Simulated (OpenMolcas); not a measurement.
# Ta³⁺ among point charges: CASSCF and CASPT2 levels and susceptibility, part 2 of 2

How does a field of 6 point charges split the states of Ta³⁺, and what χT follows?

OpenMolcas 26.06; ANO-RCC-VDZP, DKH2, active space 2 electrons in 5 orbitals (5d), orbitals: per spin and parity. Surroundings: 6 point charges of -1.7 e arranged as an octahedron (Oh), 2.09 Å from the ion. Earlier steps stand in the parts before.

## (6) CASPT2: IPEA 0.25, imaginary shift 0.1 (closed shells correlated: 4f 5s 5p)

Input file a.inp:

```
>>> COPY JOB001 $Project.JobIph
&CASPT2
Multistate=10 1 2 3 4 5 6 7 8 9 10
NoMult
Frozen=14 9
IPEA=0.25
Imaginary=0.1
MaxIter=60
WThr=0.0 0.3 0.05
PrWF=0.5
NoMix
>>> COPY JOB002 $Project.JobIph
&CASPT2
Multistate=15 1 2 3 4 5 6 7 8 9 10 11 12 13 14 15
NoMult
Frozen=14 9
IPEA=0.25
Imaginary=0.1
MaxIter=60
WThr=0.0 0.3 0.05
PrWF=0.5
NoMix
```

The program printed:

```text
Orbital specifications:
      -----------------------

      Symmetry species                           1   2
                                                ag  au
      Frozen orbitals                           14   9
      Inactive orbitals                          1  10
      Active orbitals                            5   0
      Secondary orbitals                        16  13
      Deleted orbitals                           0   0
      Number of basis functions                 36  32
Type of calculation                        SS-CASPT2
      Fock operator                              state-specific
      IPEA shift                                 0.25
      Real shift                                 0.00
      Imaginary shift                            0.10
      The input orbitals will be transformed to quasi-canonical
Reference energy:      -15596.1213340206
      E2 (Non-variational):      -0.8500421626
      Shift correction:          -0.0001395686
      E2 (Variational):          -0.8501817313
      Total energy:          -15596.9715157519
      Residual norm:              0.0000003340
      Reference weight:           0.91387
      Contributions to the CASPT2 correlation energy
      Active & Virtual Only:         -0.0028365800
      One Inactive Excited:          -0.0724944386
      Two Inactive Excited:          -0.7747111440
Reference energy:      -15596.1213340206
      E2 (Non-variational):      -0.8500647546
      Shift correction:          -0.0001396034
      E2 (Variational):          -0.8502043581
      Total energy:          -15596.9715383787
      Residual norm:              0.0000003355
      Reference weight:           0.91386
      Contributions to the CASPT2 correlation energy
      Active & Virtual Only:         -0.0028363801
      One Inactive Excited:          -0.0725181180
      Two Inactive Excited:          -0.7747102565
::    CASPT2 Root  1     Total energy: -15596.97151575
::    CASPT2 Root  2     Total energy: -15596.97153838
::    CASPT2 Root  3     Total energy: -15596.97168384
::    CASPT2 Root  4     Total energy: -15596.89487378
::    CASPT2 Root  5     Total energy: -15596.89487381
::    CASPT2 Root  6     Total energy: -15596.89475657
::    CASPT2 Root  7     Total energy: -15596.86080595
::    CASPT2 Root  8     Total energy: -15596.86112762
::    CASPT2 Root  9     Total energy: -15596.86112976
::    CASPT2 Root 10     Total energy: -15596.80946374
Orbital specifications:
      -----------------------

      Symmetry species                           1   2
                                                ag  au
      Frozen orbitals                           14   9
      Inactive orbitals                          1  10
      Active orbitals                            5   0
      Secondary orbitals                        16  13
      Deleted orbitals                           0   0
      Number of basis functions                 36  32
Type of calculation                        SS-CASPT2
      Fock operator                              state-specific
      IPEA shift                                 0.25
      Real shift                                 0.00
      Imaginary shift                            0.10
      The input orbitals will be transformed to quasi-canonical
Reference energy:      -15596.0797819470
      E2 (Non-variational):      -0.8557906632
      Shift correction:          -0.0004253651
      E2 (Variational):          -0.8562160283
      Total energy:          -15596.9359979752
      Residual norm:              0.0000005264
      Reference weight:           0.90678
      Contributions to the CASPT2 correlation energy
      Active & Virtual Only:         -0.0081281936
      One Inactive Excited:          -0.0710843933
      Two Inactive Excited:          -0.7765780763
Reference energy:      -15596.0797819469
      E2 (Non-variational):      -0.8557911386
      Shift correction:          -0.0004263274
      E2 (Variational):          -0.8562174660
      Total energy:          -15596.9359994130
      Residual norm:              0.0000005262
      Reference weight:           0.90677
      Contributions to the CASPT2 correlation energy
      Active & Virtual Only:         -0.0081302482
      One Inactive Excited:          -0.0710834968
      Two Inactive Excited:          -0.7765773936
::    CASPT2 Root  1     Total energy: -15596.93599798
::    CASPT2 Root  2     Total energy: -15596.93599941
::    CASPT2 Root  3     Total energy: -15596.93545910
::    CASPT2 Root  4     Total energy: -15596.93360651
::    CASPT2 Root  5     Total energy: -15596.93367267
::    CASPT2 Root  6     Total energy: -15596.89178228
::    CASPT2 Root  7     Total energy: -15596.85347152
::    CASPT2 Root  8     Total energy: -15596.85347039
::    CASPT2 Root  9     Total energy: -15596.85187096
::    CASPT2 Root 10     Total energy: -15596.83838439
::    CASPT2 Root 11     Total energy: -15596.83843293
::    CASPT2 Root 12     Total energy: -15596.83841019
::    CASPT2 Root 13     Total energy: -15596.76439925
::    CASPT2 Root 14     Total energy: -15596.76435320
::    CASPT2 Root 15     Total energy: -15596.71217820
```

This run took 12 s in all on 1 thread of AMD EPYC, shared host.

SS-CASPT2: lowest energy less the reference's lowest, -0.8502 hartree; reference weights 0.902 to 0.914.

States without spin-orbit coupling:

```
state  degeneracy  E (cm-1)  free-ion L (%)
  3T1           3         0          F (91)
  1T2           3      7849          D (55)
   1E           2      8327          G (52)
  3T2           3     16843         F (100)
  1A1           1     17513          G (64)
  3T1           3     24265          P (91)
  1T2           3     26039          G (55)
  1T1           3     29227         G (100)
  3A2           1     35580         F (100)
   1E           2     45476          D (52)
  1A1           1     56932          S (64)
```

With spin-orbit coupling:

```csv
E (cm-1),Degeneracy,Label,2S+1
0,2,E,3
370,3,T2,3
3640,3,T1,3
4800,1,A1,3
9760,3,T2,1
10820,2,E,1
18470,1,A2,3
19430,3,T2,3
19530,1,A1,1
20110,3,T1,3
20400,2,E,3
25830,1,A1,3
26120,3,T1,3
26720,3,T2,3
28300,2,E,3
29920,3,T2,1
32250,3,T1,1
39420,3,T2,3
48810,2,E,1
60330,1,A1,1
```

Powder χT (cm³ K/mol): 0.00 at 2 K, 0.00 at 5 K, 0.00 at 10 K, 0.00 at 20 K, 0.01 at 50 K, 0.02 at 100 K, 0.04 at 150 K, 0.05 at 200 K, 0.07 at 250 K, 0.09 at 300 K.

A ligand-field fit to the states below 45000 cm-1 gives 10Dq = 18509 cm-1, B = 579 cm-1 and C = 2233 cm-1 (C/B = 3.86), with a deviation of 377 cm-1.

## (7) The methods side by side

A. CASSCF
B. SS-CASPT2, IPEA 0.25, imaginary shift 0.1 (closed shells correlated: 4f 5s 5p)

```
method  ground state  first state of that spin (cm-1)  first gap with spin-orbit (cm-1)  χT at 300 K
     A           3T1                        3T2 16930                             384.7         0.09
     B           3T1                        3T2 16840                             371.2         0.09
```

## (8) What came out

What follows sums up all 2 parts.

```
                                            quantity                                                                           value
                                              method  SS-CASPT2, IPEA 0.25, imaginary shift 0.1 (closed shells correlated: 4f 5s 5p)
                              spin-free ground state                                                 3T1, 3-fold in its orbital part
first state of the same spin within the active space                                                               3T2 at 16800 cm⁻¹
                                        lowest level                                                  2-fold E, g = 0.00, 0.00, 0.00
                                          next level                                                                      371.2 cm⁻¹
                                         χT at 300 K                                                                  0.09 cm³ K/mol
                           effective moment at 300 K                                                                         0.84 μB
```

Cost by method:

```
                                                 method  time of its own steps  time with the reference
                                              A. CASSCF                   16 s                     16 s
B. SS-CASPT2, IPEA 0.25, imaginary shift 0.1, +4f 5s 5p                   12 s                     28 s
```

Times are of one thread on a shared host.

**Reading.** The spin-free ground state (3T1) comes to 91 % from free-ion F terms and keeps the highest spin of the shell. χT at 300 K is 0.09, against 1.00 cm³ K/mol for the spin alone, so spin-orbit coupling lowers it. A ligand-field fit to the states below 45000 cm-1 gives 10Dq = 18509 cm-1, B = 579 cm-1 and C = 2233 cm-1 (C/B = 3.86), with a deviation of 377 cm-1. CASPT2 does not keep the components of a term degenerate, and the means are used. The field of point charges can differ much from that of real complexes. This is an electrostatic model: the charges have no orbitals.
